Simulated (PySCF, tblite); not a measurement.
# GeH₁₂O₂Si₄: geometry, infrared bands and NMR shifts

Aim: predict the infrared bands and NMR shifts of GeH₁₂O₂Si₄ (`O[Si@]([SiH3])(O[SiH3])[GeH2][SiH3]`).

Programs: tblite 0.8.0 and PySCF 2.14.0, with density-fitted response routines of our own. Each step states its level of theory. These are calculated values for one molecule in the gas phase, unless marked as measured. Atoms are numbered from 0 throughout.

### Step 1. The starting structure

19 atoms, charge 0, multiplicity 1; geometry from: force field or distance geometry start.

Bonds of the start (Å): O0–Si1 1.71, Si1–Si2 2.24, Si1–O3 1.70, O3–Si4 1.71, Si1–Ge5 2.31, Ge5–Si6 2.30, O0–H7 0.98, Si2–H8 1.47, Si2–H9 1.46, Si2–H10 1.47, Si4–H11 1.47, Si4–H12 1.48, Si4–H13 1.46, Ge5–H14 1.54, Ge5–H15 1.57, Si6–H16 1.46, Si6–H17 1.47, Si6–H18 1.48.

### Step 2. Relaxing the molecule with GFN2-xTB

The job: settings as JSON, then the geometry in Å.

```
{"job": {"kind": "relax", "xc": "GFN2-xTB", "basis": "xTB"}, "charge": 0, "multiplicity": 1}
O     -0.838400     0.010500     1.507200
Si    -0.502800     0.591300    -0.070300
Si    -0.620600     2.829100     0.054500
O     -1.663000     0.129500    -1.222900
Si    -2.513600    -1.297200    -0.815900
Ge     1.664100     0.131500    -0.726500
Si     2.624800    -1.618400     0.410200
H     -1.046600    -0.948700     1.533700
H      0.727500     3.294200     0.394900
H     -1.540800     3.283900     1.092700
H     -0.962800     3.376100    -1.263800
H     -1.617000    -2.357500    -0.340900
H     -3.107100    -1.805400    -2.072300
H     -3.552500    -1.105200     0.185100
H      1.754500     0.001300    -2.256600
H      2.524500     1.387600    -0.347800
H      1.899600    -2.874600     0.295700
H      2.789100    -1.209500     1.812500
H      3.971500    -1.809000    -0.161800
```

Launch:

```console
$ OMP_NUM_THREADS=1 python probes_run.py task.json out
```

The driver reads the jobs from task.json and runs them one after another.

**Question.** This job is followed by: GFN2-xTB harmonic vibrations, gas phase; GIAO PBE0/pcSseg-1 NMR shielding, non-relativistic, gas phase. Predict these results of the whole session: strongest single infrared mode (GFN2-xTB); zero-point energy (GFN2-xTB); 1H shifts against TMS (PBE0/pcSseg-1, means over atoms taken as alike); 17O shifts against H2O (PBE0/pcSseg-1); 29Si shifts against TMS (PBE0/pcSseg-1); 73Ge shifts against GeMe4 (PBE0/pcSseg-1).

The runs gave:

| quantity | value |
| --- | --- |
| strongest single infrared mode (GFN2-xTB) | 773 cm⁻¹, 1271 km/mol |
| zero-point energy (GFN2-xTB) | 65.3 kcal/mol |
| 1H shifts against TMS (PBE0/pcSseg-1, means over atoms taken as alike) | 5.08, 3.81, 3.36, 3.06, 2.96, 2.30 ppm |
| 17O shifts against H2O (PBE0/pcSseg-1) | 81.8, 73.6 ppm |
| 29Si shifts against TMS (PBE0/pcSseg-1) | 19.2, -44.1, -105.1, -119.9 ppm |
| 73Ge shifts against GeMe4 (PBE0/pcSseg-1) | -427 ppm |

In words: The optimisation took 245 steps and gained 0.945 eV; among the close pairs (by a distance rule), O3–Si4 changed most, from 1.710 to 1.613 Å. All 51 modes are real, so the xTB geometry is a minimum. The strongest single mode, at 773 cm⁻¹, has its largest shares on H8, H9 and H10 (the list is cut at 3 atoms). Unscaled tight-binding wavenumbers are off by several per cent, some by more. Its intensities can rank the bands wrongly. At PBE0/pcSseg-1: The widest tensor belongs to O3: span 138 ppm, with a paramagnetic part of -141 ppm. Spin-orbit coupling is left out, which matters for shieldings and couplings at and beside the heavy atoms.
